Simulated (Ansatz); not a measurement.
C₂H₇NOSi, SMILES CC(O)=N[SiH3], a single point from an input written key by key

With Ansatz's Python interface.

The cells in order, each with its output:

**Cell 1**
```python
import ansatz as az
import numpy as np
```

**Cell 2**
```python
DECK = """
crystal:
  periodic: [false, false, false]
  atoms:
    - { symbol: C, position_ang: [-1.4407, -0.1474, 0.1215] }
    - { symbol: C, position_ang: [-0.199, -0.2892, 0.8383] }
    - { symbol: O, position_ang: [-0.3939, -0.7002, 2.0886] }
    - { symbol: "N", position_ang: [1.0986, -0.1084, 0.4705] }
    - { symbol: Si, position_ang: [1.3984, 0.4081, -1.149] }
    - { symbol: H, position_ang: [-1.5978, 0.9541, -0.208] }
    - { symbol: H, position_ang: [-1.5022, -0.7638, -0.7543] }
    - { symbol: H, position_ang: [-2.2943, -0.3306, 0.7557] }
    - { symbol: H, position_ang: [0.5346, -0.7713, 2.5231] }
    - { symbol: H, position_ang: [0.7538, 1.7331, -1.322] }
    - { symbol: H, position_ang: [0.8342, -0.5696, -2.0691] }
    - { symbol: H, position_ang: [2.8853, 0.53, -1.2612] }
basis:
  gaussian: { orbitals: def2-SVP }
hamiltonian:
  xc: b3lyp
output:
  forces: true
"""

session = az.Session.from_yaml(DECK)
data = session.plan(threads=1).execute().report
```

**Cell 3**
```python
for key in ("converged", "free_energy_ev", "reference_energy_ev", "n_frozen", "n_occupied", "n_virtual"):
    print(f"{key:22s} {data[key]}")
symbols = ["C", "C", "O", "N", "Si", "H", "H", "H", "H", "H", "H", "H"]
state = data["mean_field"]["state"]
print(f"mean field: {state['energy']['hartree']:.7f} Ha, <S^2> = {abs(state['spin_squared']):.4f}, stability: {state.get('stability', {}).get('kind')}")
```
Output:
```text
converged              True
free_energy_ev         -13596.4092284335
reference_energy_ev    -13596.4092284335
n_frozen               0
n_occupied             [24, 24]
n_virtual              [85, 85]
mean field: -499.6588232 Ha, <S^2> = 0.0000, stability: minimum
```

**Cell 4**
```python
print("forces (eV/A)")
for symbol, f in zip(symbols, data["forces_ev_ang"]):
    print(f"  {symbol:2s} {f[0]:9.4f} {f[1]:9.4f} {f[2]:9.4f}")
charges = data["charge_distribution"]
dipole = np.array(charges["dipole_moment_e_ang"]) * 4.803205
print("dipole (D): {:.3f} {:.3f} {:.3f}, length {:.3f}".format(*dipole, np.linalg.norm(dipole)))
print("atom  Mulliken   Lowdin")
for symbol, m, l in zip(symbols, charges["mulliken_charges_e"], charges["lowdin_charges_e"]):
    print(f"{symbol:4s} {m:9.3f} {l:8.3f}")
```
Output:
```text
forces (eV/A)
  C    -1.5905    2.8021   -1.0312
  C     5.9706   -0.0784    0.5543
  O     1.5187   -0.2853    1.5683
  N    -4.5354   -0.6197    1.1523
  Si    0.7984    0.4662    0.5844
  H     0.4486   -1.4505    0.1844
  H     0.0386   -0.5280   -0.8632
  H    -0.4239   -0.4274    0.4602
  H    -1.8788    0.1986   -1.0925
  H    -0.0327    0.2765   -0.4076
  H    -0.1545   -0.3656   -0.7890
  H    -0.1592    0.0117   -0.3204
dipole (D): -1.672 -0.162 0.084, length 1.682
atom  Mulliken   Lowdin
C        0.054    0.032
C        0.033   -0.195
O       -0.185    0.182
N       -0.386   -0.127
Si       0.460    0.287
H        0.067    0.052
H        0.056    0.020
H        0.027    0.007
H        0.208    0.041
H       -0.118   -0.104
H       -0.118   -0.104
H       -0.100   -0.092
```

What to keep in mind:
- The settings weren't tested for convergence.
- The geometry is a force-field or estimated start, not a minimum of this method, and the basis set is short of its limit.
- The Löwdin charges here are taken after orthogonalising the functions within each atom; they differ from plain Löwdin charges, and their signs can be unphysical.
- b3lyp holds the VWN-RPA fit, as in Gaussian; the form of ORCA and Turbomole is b3lyp5.
- Hardware and time: 4.5 s on 1 thread of Arm Neoverse V2, with other jobs on the host, peak memory 0.27 GiB.

(Lines on the test bed's own set-up are left out of the output.)
